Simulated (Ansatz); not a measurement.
# C2H7BO: how energies converge with the basis set

The task here is to estimate one member of a computed series from the others.

Method: one geometry, several basis sets; program: Ansatz 0.2.0, Gaussian basis.

The runs, in order: PBE0-D4/def2-SVP; ωB97M-V/def2-SVP; PBE0-D4/def2-QZVPP; ωB97M-V/def2-QZVPP; the functionals' def2-TZVPP values are taken from earlier runs.

## The geometry

The geometry comes from an earlier relaxation with PBE0-D4 in a triple-zeta def2 set; it is a stationary point, not always the lowest conformer.

SMILES `CBOC`, 11 atoms, charge 0, spin multiplicity 1.

Atoms are counted from 1 here; the program's logs count them from 0.

Bond lengths: C1–B2 1.560 Å, C1–H5 1.091 Å, C1–H6 1.096 Å, C1–H7 1.096 Å, B2–O3 1.348 Å, B2–H8 1.208 Å, O3–C4 1.411 Å, C4–H9 1.092 Å, C4–H10 1.094 Å, C4–H11 1.092 Å. Angles: B2–C1–H5 113.4°, B2–C1–H6 110.3°, B2–C1–H7 110.1°, H5–C1–H6 108.8°, H5–C1–H7 108.7°, H6–C1–H7 105.4°, C1–B2–O3 119.6°, C1–B2–H8 122.1°, O3–B2–H8 118.4°, B2–O3–C4 122.3°, O3–C4–H9 109.0°, O3–C4–H10 111.4°, O3–C4–H11 109.1°, H9–C4–H10 109.4°, H9–C4–H11 108.6°, H10–C4–H11 109.4°.

Set-up of the first run:

The input, in.yaml:

```yaml
crystal:
  periodic: [false, false, false]
  atoms:
    - {symbol: C, position_ang: [-1.306178, 1.341721, -0.364660]}
    - {symbol: B, position_ang: [-0.434742, 0.206713, 0.257144]}
    - {symbol: O, position_ang: [0.626589, -0.267081, -0.425187]}
    - {symbol: C, position_ang: [1.454388, -1.289749, 0.083901]}
    - {symbol: H, position_ang: [-0.966020, 1.656976, -1.352645]}
    - {symbol: H, position_ang: [-2.351375, 1.021270, -0.437576]}
    - {symbol: H, position_ang: [-1.315716, 2.214607, 0.297901]}
    - {symbol: H, position_ang: [-0.678739, -0.268183, 1.340799]}
    - {symbol: H, position_ang: [1.446440, -2.132991, -0.610124]}
    - {symbol: H, position_ang: [1.113804, -1.626117, 1.067402]}
    - {symbol: H, position_ang: [2.476849, -0.914165, 0.163744]}
basis:
  gaussian: {orbitals: def2-SVP}
hamiltonian: {xc: pbe0, dispersion: d4}
output: {orbitals: {seedname: orbitals}}
```

Steps of the session up to this table: PBE0-D4 in def2-SVP; ωB97M-V in def2-SVP; PBE0-D4 in def2-QZVPP; ωB97M-V in def2-QZVPP.

One table of the session follows, with a row left open; its other results are not shown here.

It belongs to the step «Functionals by basis». 

| functional | basis | HOMO (eV) | LUMO (eV) |
| --- | --- | --- | --- |
| PBE0-D4 | def2-SVP | -8.27 | 0.48 |
| PBE0-D4 | def2-TZVPP | ? | ? |
| PBE0-D4 | def2-QZVPP | -8.39 | 0.15 |
| ωB97M-V | def2-SVP | -10.61 | 2.56 |
| ωB97M-V | def2-TZVPP | -10.73 | 2.07 |
| ωB97M-V | def2-QZVPP | -10.74 | 1.72 |

Estimate the missing values for PBE0-D4, def2-TZVPP.

The run gave: HOMO (eV): -8.37; LUMO (eV): 0.24. In the column «HOMO (eV)» it lies between PBE0-D4, def2-QZVPP (-8.39) and PBE0-D4, def2-SVP (-8.27).
